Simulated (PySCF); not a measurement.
# C5H10AsB: electronic excitations

Aim: predict the electronic excitations of C5H10AsB (`B[AsH][C@@H](C)CC#C`).

Computed with PySCF 2.14.0, with density-fitted response routines of our own, on a single molecule in the gas phase. Atoms count from 0, in the outputs and in this text.

### 1 Starting geometry

17 atoms, charge 0, multiplicity 1; geometry from: GFN2-xTB.

Bonds of the start (Å): B0–As1 1.97, As1–C2 2.01, C2–C3 1.52, C2–C4 1.53, C4–C5 1.45, C5–C6 1.20, B0–H7 1.17, B0–H8 1.17, As1–H9 1.51, C2–H10 1.10, C3–H11 1.09, C3–H12 1.09, C3–H13 1.09, C4–H14 1.10, C4–H15 1.10, C6–H16 1.05.

### 2 TDDFT and polarisability: PBE0/def2-SVPD

What the job is given:

```
{"job": {"kind": "uv", "xc": "PBE0", "basis": "def2-SVPD", "nstates": 8, "ntriplets": 3}, "charge": 0, "multiplicity": 1}
B     -2.511253     1.418518     0.422842
As    -2.159025    -0.490312     0.065196
C     -0.169303    -0.498035     0.379911
C      0.425722    -1.868337     0.076047
C      0.521207     0.591670    -0.447041
C      1.933055     0.685918    -0.139420
C      3.093257     0.749208     0.148375
H     -3.260208     2.048447    -0.220793
H     -2.062098     1.923198     1.383018
H     -2.074922    -0.383933    -1.439386
H     -0.024554    -0.276160     1.444725
H     -0.045386    -2.633014     0.694629
H      1.498816    -1.874651     0.266803
H      0.260268    -2.126907    -0.970893
H      0.052955     1.564206    -0.248180
H      0.401902     0.369647    -1.514675
H      4.112568     0.812566     0.387857
```

Method: TDDFT PBE0/def2-SVPD, vertical, gas phase, core orbitals frozen in the response.

Launch:

```
OMP_NUM_THREADS=1 python probes_run.py task.json out
```

The driver reads the jobs from task.json and runs them one after another.

What will the session give for the following? lowest singlet (PBE0/def2-SVPD); brightest single state of those computed; lowest triplet. Wanted: lowest singlet; brightest single state of those computed; lowest triplet.

The runs gave:

| quantity | value |
| --- | --- |
| lowest singlet (PBE0/def2-SVPD) | 4.09 eV (303 nm), f = 0.054 |
| brightest single state of those computed | state 3, 5.13 eV, f = 0.057 |
| lowest triplet | 3.05 eV |

In words: The lowest singlet, at 4.09 eV, is HOMO→LUMO 0.92 and is bright; of the 8 states computed, the strongest absorption comes from state 3 at 5.13 eV. The lowest triplet lies 1.04 eV below the lowest singlet (triplets in Tamm-Dancoff, singlets in full TDDFT).
